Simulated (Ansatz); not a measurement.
**C₆H₁₂O₃: one species, many methods**

An exercise on one series of results from a longer session: the logs are not shown, and one member is left open.

Method: functionals in def2-TZVPP, the program's frozen cores in correlated methods; program: Ansatz 0.2.0, Gaussian basis.

Levels to be run: LDA (SPW92), PBE-D4, revPBE-D4, BLYP-D4, r2SCAN-D4, B97M-V, PBE0-D4, B3LYP-D4, r2SCANh-D4, r2SCAN0-D4, HSE06-D4, BHLYP-D4, CAM-B3LYP-D4, LC-ωPBE, ωB97X-V, ωB97M-V, B2PLYP, PBE-QIDH; CCSD(T)/def2-SVP; CCSD(T)/def2-TZVPP; MP2/def2-QZVPP; extrapolation to the limit; RPA on PBE.

**The geometry**

An earlier PBE0-D4 in a triple-zeta def2 set relaxation fixed the geometry.

SMILES `CCOC(C)OC(C)=O`, 21 atoms, charge 0, spin multiplicity 1.

Atoms are counted from 1 here; the program's logs count them from 0.

Bond lengths: C1–C2 1.506 Å, C1–H10 1.092 Å, C1–H11 1.092 Å, C1–H12 1.092 Å, C2–O3 1.417 Å, C2–H13 1.096 Å, C2–H14 1.099 Å, O3–C4 1.375 Å, C4–C5 1.502 Å, C4–O6 1.447 Å, C4–H15 1.097 Å, C5–H16 1.091 Å, C5–H17 1.090 Å, C5–H18 1.091 Å, O6–C7 1.339 Å, C7–C8 1.498 Å, C7–O9 1.203 Å, C8–H19 1.092 Å and more. Angles: C2–C1–H10 110.6°, C2–C1–H11 110.2°, C2–C1–H12 110.8°, H10–C1–H11 108.4°, H10–C1–H12 108.3°, H11–C1–H12 108.5°, C1–C2–O3 108.4°, C1–C2–H13 110.7°, C1–C2–H14 110.9°, O3–C2–H13 109.8°, O3–C2–H14 109.3°, H13–C2–H14 107.7°, C2–O3–C4 114.4°, O3–C4–C5 109.4°, O3–C4–O6 107.3°, O3–C4–H15 111.6°, C5–C4–O6 109.8°, C5–C4–H15 111.8° and more.

The first run:

The input, in.yaml:

```yaml
crystal:
  periodic: [false, false, false]
  atoms:
    - {symbol: C, position_ang: [-3.157171, -0.746420, -0.455512]}
    - {symbol: C, position_ang: [-1.859300, -0.338138, 0.189946]}
    - {symbol: O, position_ang: [-0.800265, -0.997908, -0.480726]}
    - {symbol: C, position_ang: [0.439966, -0.790136, 0.074248]}
    - {symbol: C, position_ang: [1.430981, -1.728627, -0.553838]}
    - {symbol: O, position_ang: [0.814023, 0.579233, -0.208334]}
    - {symbol: C, position_ang: [1.663152, 1.170645, 0.641213]}
    - {symbol: C, position_ang: [1.908469, 2.595640, 0.248307]}
    - {symbol: O, position_ang: [2.156221, 0.620815, 1.590748]}
    - {symbol: H, position_ang: [-3.166236, -0.464367, -1.509938]}
    - {symbol: H, position_ang: [-3.996064, -0.253651, 0.040412]}
    - {symbol: H, position_ang: [-3.300343, -1.826448, -0.387478]}
    - {symbol: H, position_ang: [-1.719286, 0.747303, 0.127399]}
    - {symbol: H, position_ang: [-1.844412, -0.616871, 1.253319]}
    - {symbol: H, position_ang: [0.416576, -0.893617, 1.165670]}
    - {symbol: H, position_ang: [1.455513, -1.568579, -1.632804]}
    - {symbol: H, position_ang: [2.422079, -1.556959, -0.134116]}
    - {symbol: H, position_ang: [1.135635, -2.759524, -0.355176]}
    - {symbol: H, position_ang: [0.974709, 3.158945, 0.304530]}
    - {symbol: H, position_ang: [2.646524, 3.035243, 0.914389]}
    - {symbol: H, position_ang: [2.254728, 2.644020, -0.785358]}
basis:
  gaussian: {orbitals: def2-TZVPP}
hamiltonian: {xc: lda}
output: {orbitals: {seedname: orbitals}}
```

Steps of the session up to this table: LDA; PBE-D4 (GGA); revPBE-D4 (GGA); BLYP-D4 (GGA); r2SCAN-D4 (meta-GGA); B97M-V (meta-GGA); PBE0-D4 (hybrid); B3LYP-D4 (hybrid); r2SCANh-D4 (hybrid); r2SCAN0-D4 (hybrid); HSE06-D4 (hybrid); BHLYP-D4 (hybrid); CAM-B3LYP-D4 (range-separated); LC-ωPBE (range-separated); ωB97X-V (range-separated); ωB97M-V (range-separated); B2PLYP (double hybrid); PBE-QIDH (double hybrid).

One of the session's tables, all rows but one given; the rest of the session is left out.

It belongs to the step «Frontier levels by functional». 

| functional | HOMO (eV) | gap (eV) |
| --- | --- | --- |
| LDA (SPW92) | -6.26 | 5.22 |
| PBE-D4 | -6.07 | 5.30 |
| revPBE-D4 | -5.99 | 5.33 |
| BLYP-D4 | ? | ? |
| r2SCAN-D4 | -6.40 | 5.91 |
| B97M-V | -6.57 | 6.18 |
| PBE0-D4 | -7.72 | 8.08 |
| B3LYP-D4 | -7.48 | 7.55 |
| r2SCANh-D4 | -7.03 | 6.94 |
| r2SCAN0-D4 | -7.96 | 8.50 |
| HSE06-D4 | -7.31 | 7.29 |
| BHLYP-D4 | -9.33 | 10.92 |
| CAM-B3LYP-D4 | -9.20 | 10.75 |
| LC-ωPBE | -10.49 | 13.32 |
| ωB97X-V | -10.19 | 12.93 |
| ωB97M-V | -10.14 | 12.65 |

Estimate the missing values for BLYP-D4.

Worked estimate for «HOMO (eV)». Against the share of exact exchange, B3LYP-D4 (0.2, -7.48), BHLYP-D4 (0.5, -9.33) give a slope of -6.17 per unit share; at 0 the line stands at -6.25.

**Answer.** HOMO (eV): -6.00; gap (eV): 5.32. In «HOMO (eV)» the line misses by -0.25.
